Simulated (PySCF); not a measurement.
# C2H7BN2O: the cost of one run

Computed with PySCF 2.14.0, with density-fitted response routines of our own, on a single molecule in the gas phase. Atoms count from 0, in the outputs and in this text.

## (1) Starting geometry

13 atoms, charge 0, multiplicity 1; geometry from: GFN2-xTB. The atoms were then displaced at random by about 0.01 Å, so the start is not that level's minimum.

Bonds of the start (Å): C0–B1 1.57, B1–N2 1.38, B1–N3 1.49, N3–C4 1.31, C4–O5 1.22, C0–H6 1.08, C0–H7 1.11, C0–H8 1.08, N2–H9 0.99, N2–H10 1.02, N3–H11 1.01, C4–H12 1.08.

## (2) Geometry optimisation at PBE0-D3(BJ)/def2-SVP

What the job is given:

```
{"job": {"xc": "PBE0", "basis": "def2-SVP", "d3": "d3bj", "grid": 1, "shake": 0.01, "kind": "geom"}, "charge": 0, "multiplicity": 1}
C     -1.711510    -0.644340    -0.447010
B     -0.373310     0.136490    -0.168360
N     -0.291750     1.502780     0.000340
N      0.884310    -0.660880    -0.089500
C      2.101130    -0.225650     0.136160
O      2.428520     0.934320     0.328110
H     -1.680790    -1.168640    -1.390420
H     -2.565820     0.061560    -0.511390
H     -1.948690    -1.342980     0.346680
H     -1.046840     2.142880    -0.016310
H      0.615150     1.931320     0.198150
H      0.768190    -1.658600    -0.209510
H      2.827230    -1.025130     0.148230
```

Started as:

```
$ OMP_NUM_THREADS=1 python probes_run.py task.json out
```

One launch serves the whole session: the jobs run in the order shown.

Q: Estimate the wall time and peak memory of this first job on 1 thread of Arm Neoverse V1, shared host.

About 45 s, with a peak of 0.51 GiB.
